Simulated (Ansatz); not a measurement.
What does this script print? It uses Ansatz 0.2.0, Python API.

`scan_ch5albf.py`
```python
"""Potential curve of CH5AlBF along one bond."""

import logging
import sys

import ansatz as az
import numpy as np

logging.basicConfig(stream=sys.stdout, format="%(levelname)s:%(name)s:%(message)s")
log = logging.getLogger("calc")
log.setLevel(logging.INFO)

geometry_ang = [
    ("C", (-0.6761, 1.005, 0.6051)),
    ("B", (0.6039, 0.3947, 0.0299)),
    ("Al", (0.5454, -1.5102, -0.7729)),
    ("F", (-0.8907, -2.4283, -0.8129)),
    ("H", (-1.4774, 1.1043, -0.2352)),
    ("H", (-1.1222, 0.4437, 1.4203)),
    ("H", (-0.4817, 2.0724, 0.9756)),
    ("H", (1.6611, 1.0184, 0.0546)),
    ("H", (1.9262, -2.1463, -1.2817)),
]
mol = az.Crystal.molecule()
for symbol, xyz in geometry_ang:
    mol = mol.atom(symbol, xyz)

symbols = [site.symbol for site in mol.cartesian_sites]
start = np.array([site.position_ang for site in mol.cartesian_sites])
axis = (start[4] - start[0]) / np.linalg.norm(start[4] - start[0])
moving = [4]
lengths, energies = [1.026, 1.072, 1.119, 1.165, 1.212, 1.259, 1.305, 1.375], []
for length in lengths:
    xyz = start.copy()
    xyz[moving] += (length - np.linalg.norm(start[4] - start[0])) * axis
    point = az.Crystal.molecule()
    for symbol, xyz in zip(symbols, xyz):
        point = point.atom(symbol, xyz.tolist())
    model = (
        point.calculation()
        .basis(gaussian="def2-SVP")
        .functional("pbe", dispersion="d4")
    )
    r = model.run().report
    energies.append(r["free_energy_ev"])
    log.info(f"r = {length:6.3f} A  E = {energies[-1]:.5f} eV  <S^2> = {abs(r['mean_field']['state']['spin_squared']):.3f}")

# quartic fit about the minimum
fit = np.polynomial.Polynomial.fit(lengths, np.array(energies) - min(energies), 4).convert()
roots = [r.real for r in fit.deriv().roots() if abs(r.imag) < 1e-9 and fit.deriv(2)(r.real) > 0]
r_e = min(roots, key=lambda r: abs(r - lengths[int(np.argmin(energies))]))
log.info(f"minimum of the fit at {r_e:.4f} A, force constant {fit.deriv(2)(r_e):.2f} eV/A^2")
```

`python scan_ch5albf.py` gives:
```text
INFO:calc:r =  1.026 A  E = -11094.35061 eV  <S^2> = 0.000
INFO:calc:r =  1.072 A  E = -11094.46529 eV  <S^2> = 0.000
INFO:calc:r =  1.119 A  E = -11094.49632 eV  <S^2> = 0.000
INFO:calc:r =  1.165 A  E = -11094.46210 eV  <S^2> = 0.000
INFO:calc:r =  1.212 A  E = -11094.37718 eV  <S^2> = 0.000
INFO:calc:r =  1.259 A  E = -11094.25461 eV  <S^2> = 0.000
INFO:calc:r =  1.305 A  E = -11094.10819 eV  <S^2> = 0.000
INFO:calc:r =  1.375 A  E = -11093.85306 eV  <S^2> = 0.000
INFO:calc:minimum of the fit at 1.1155 A, force constant 30.85 eV/A^2
```

Total energies depend on the basis set; only differences at equal settings carry meaning. The rest of the molecule is held rigid at a force-field or estimated start geometry, and the basis set is modest; single-reference methods fail as a bond breaks. The orbitals are restricted, so S² is zero by construction. Timing: 14 s on 1 thread of Arm Neoverse V1 (shared host), peak memory 0.18 GiB.

(Lines on the test bed's own set-up are left out of the output.)
